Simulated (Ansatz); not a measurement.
# RPA@PBE/def2-SVP (core potential) run of SnNH2F (SMILES [NH2][Sn][F])

What is the vertical singlet–triplet gap of SnNH2F at RPA@PBE/def2-SVP (core potential)? 

The calculation is run with Ansatz 0.2.0.

69 further runs of the same task are left out: 69 set aside as unsound or not needed.

## (1) The system as given

SnNH2F has 5 atoms, charge 0, and is taken as a singlet. As SMILES, `[NH2][Sn][F]`. The shape is that of a PBE0-D4/def2-TZVP optimisation. This is one conformer, not always the lowest.

Bond lengths: N1–Sn2 2.003 Å, Sn2–F3 1.951 Å, N1–H4 1.008 Å, N1–H5 1.010 Å. Angles: N1–Sn2–F3 92.0°, Sn2–N1–H4 126.2°, Sn2–N1–H5 121.8°, H4–N1–H5 112.0°.

## (2) The energy at RPA@PBE/def2-SVP (core potential)

run.yaml reads:

```yaml
crystal:
  periodic: [false, false, false]
  atoms:
    - {symbol: "N", position_ang: [-0.302900, 0.495500, -0.393300]}
    - {symbol: Sn, position_ang: [0.338900, -0.053700, 1.423200]}
    - {symbol: F, position_ang: [0.966900, -1.775900, 0.754300]}
    - {symbol: H, position_ang: [-0.746800, 1.369300, -0.629100]}
    - {symbol: H, position_ang: [-0.206200, -0.108900, -1.196600]}
basis:
  gaussian:
    orbitals: def2-SVP
hamiltonian:
  xc: {name: PBE}
correlation:
  method: rpa
  frozen_orbitals: {F: 1, H: 0, "N": 1, Sn: 4}
accuracy: high
```

Started as:

```bash
ansatz run run.yaml --threads 1 --pin off --max-ram 3480MiB --events-out events.jsonl --progress --plain --runs-dir runs
```

Standard output:

```text
Warning: RAYON_NUM_THREADS=1 ignored (pool sized by the plan → 1); use --threads N
Functional definition: PBE
  name "PBE"
  parameter kappa = 0.804
  parameter beta = 0.06672455060314922
  exchange = pbe_x(kappa = kappa, mu = beta*pi^2/3)
  correlation = pbe_c(beta = beta)
1479 factors; integrals over basis functions are off by at most 3.2e-9 eV
mean field evaluation 1: about -10052.7710 eV, gradient 7.6e1 eV
mean field evaluation 2: about -10052.7709 eV, gradient 7.6e1 eV
mean field evaluation 4: about -10063.0622 eV, gradient 1.8e1 eV
mean field evaluation 8: about -10064.4551 eV, gradient 4.2e-1 eV
mean field evaluation 16: about -10064.4526 eV, gradient 1.5e-5 eV
mean field evaluation 32: about -10017.3983 eV, gradient 5.1e1 eV
mean field -10064.45255338 eV, -369.8618094059 hartree, gradient 5.0e-8 eV, S^2 0.000000; 1 other end points of the search recorded, 0 dependent functions left out
6 core orbitals not correlated: weight in the atoms' cores, before any rotation towards them, 1.000 or more for the frozen orbitals, at most 0.000 for the correlated occupied ones
reference -10021.34317770 eV, -368.2775690700 hartree; 14, 14 occupied and 44, 44 virtual orbitals, 1479 factors
Total energy: -10040.65223195 eV, -368.9871637258 hartree
```

It took 8.4 s on 1 thread of Arm Neoverse V1, shared host; peak memory 0.24 GiB.

## (3) The triplet

job.yaml reads:

```yaml
basis:
  gaussian: {orbitals: def2-SVP}
crystal:
  periodic: [false, false, false]
  atoms:
    - {symbol: "N", position_ang: [-0.302900, 0.495500, -0.393300]}
    - {symbol: Sn, position_ang: [0.338900, -0.053700, 1.423200]}
    - {symbol: F, position_ang: [0.966900, -1.775900, 0.754300]}
    - {symbol: H, position_ang: [-0.746800, 1.369300, -0.629100]}
    - {symbol: H, position_ang: [-0.206200, -0.108900, -1.196600]}
magnetization: {spin_polarized: true, initial_magnetization: 2}
hamiltonian: {xc: {name: PBE}}
correlation: {method: rpa, frozen_orbitals: {F: 1, H: 0, "N": 1, Sn: 4}}
accuracy: high
```

Started as:

```bash
ansatz run job.yaml --threads 1 --pin off --max-ram 3480MiB --events-out events.jsonl --progress --plain --runs-dir runs
```

Standard output, shortened:

```text
Warning: RAYON_NUM_THREADS=1 ignored (pool sized by the plan → 1); use --threads N
Functional definition: PBE
  name "PBE"
[...]
1479 factors; integrals over basis functions are off by at most 3.2e-9 eV
[...]
mean field -10060.90275630 eV, -369.7313567692 hartree, gradient 2.9e-8 eV, S^2 2.002859; 6 other end points of the search recorded, 0 dependent functions left out
6 core orbitals not correlated: weight in the atoms' cores, before any rotation towards them, 1.000 or more for the frozen orbitals, at most 0.000 for the correlated occupied ones
reference -10018.03699475 eV, -368.1560690876 hartree; 15, 13 occupied and 43, 45 virtual orbitals, 1479 factors
Total energy: -10037.40375517 eV, -368.8677844059 hartree
```

It took 22 s on 1 thread of Arm Neoverse V1, shared host; peak memory 0.32 GiB.

## (4) Outcome

Level: RPA@PBE/def2-SVP (core potential), 6 core orbitals frozen.

| quantity | value |
| --- | --- |
| singlet: total energy | -368.98716 Eh |
| singlet: RPA correlation energy (valence) | -709.6 mEh |
| triplet: total energy | -368.86778 Eh |
| triplet: RPA correlation energy (valence) | -711.7 mEh |
| triplet: ⟨S²⟩ of the reference determinant | 2.003 |
| vertical energy of the triplet above the singlet | 3.248 eV |

In words: At this shape the triplet lies 3.25 eV (75 kcal/mol) above the singlet.
